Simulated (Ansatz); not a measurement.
Tc3Sn:

```
Sn Tc
1.0
     2.94159    0.00000    0.00000
    -1.47079    2.54749    0.00000
     0.00000    0.00000    8.63345
Sn Tc
1 3
Direct
  0.00000 0.00000 0.00000
  0.33333 0.66667 0.73822
  0.33333 0.66667 0.26178
  0.00000 0.00000 0.50000
```

The cell comes from a database or a generator and needn't be the stable form of this composition.

* Program: Ansatz 0.2.0
* Task: single point
* Functional: PBE
* Potentials or basis: Ansatz PAW earlier set
* Cutoff: 500 eV (not typed: the program's choice for these potentials)
* k mesh: 10 × 10 × 3
* Occupations: fermi-dirac, width 0.05 eV
* Spin: no spin polarisation

On this cell: pressure -1.8 GPa; largest force 0.070 eV/Å; band gap on the k mesh none (metal or under the smearing width).

The same run follows on a disturbed copy (atoms moved at random, drawn with an rms of 0.05 Å):

```
Sn Tc
1.0
     2.94159    0.00000    0.00000
    -1.47079    2.54749    0.00000
     0.00000    0.00000    8.63345
Sn Tc
1 3
Direct
  0.01850 0.99725 0.00005
  0.32888 0.66001 0.74084
  0.34045 0.65437 0.25598
  0.99133 0.98506 0.49811
```

Problem. What does the disturbed cell give?

Solution. The energy (extrapolated to zero smearing) moves by +8.6 meV/atom; pressure -2.4 GPa; largest force 0.701 eV/Å; band gap on the k mesh none (metal or under the smearing width).

Forces in eV/Å, atoms in the order of the input:
```
Sn  -0.131 -0.054 -0.181
Tc   0.114 -0.042 -0.599
Tc  -0.080  0.032  0.695
Tc   0.097  0.064  0.085
```

Stress tensor (GPa, compression positive):
```
-1.94  0.06  0.16
 0.06 -2.08  0.03
 0.16  0.03 -3.21
```
